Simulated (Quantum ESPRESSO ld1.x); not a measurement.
**Yb³⁺ in [Xe] 4f12.75 5d0.25: an all-electron calculation**

Wanted: eigenvalues, radial structure and energy terms of the ytterbium ion Yb3+.

Program: Quantum ESPRESSO ld1.x 7.5. Level of theory: scalar-relativistic Kohn-Sham, LDA (Slater exchange, VWN5 correlation), spin-polarised, spherical densities, point nucleus; open shells are filled with parallel spins first. These are calculated values, not measurements, unless marked.

### Step 1. The atom as given

```
element       : ytterbium (Z = 70)
charge        : +3
electrons     : 67
configuration : [Xe] 4f12.75 5d0.25
```

### Step 2. The run

ld1.in reads:

```fortran
 &input
    atom='Yb',
    iswitch=1,
    rel=1,
    lsd=1,
    dft='SLA-VWN',
    config='[Xe] 4f12.75 5d0.25 6s0 6p0 5f0 6d0',
    verbosity='high',
    prefix='ld1',
    max_out_wfc=37,
    file_charge='ld1.rho',
 /
```

What does the calculation give?

The runs gave:

```
                        quantity                   value
                    total energy      -14049.413 hartree
exchange-correlation share of it                  2.01 %
                            −T/E                  1.0897
          highest occupied level       5d up, -25.991 eV
    most extended occupied level  5d up, <r> = 2.01 bohr
 radius at density 0.001 e/bohr³               3.14 bohr
    maxima of the radial density                       4
```

The radial density shows 4 maxima for 5 occupied principal shells; where shells overlap, one shows as a shoulder or not at all. Relativity lifts −T/E to 1.090. This is not the tabulated ground configuration, so its levels and sizes aren't those of the ground state, and no measured value stands beside it.
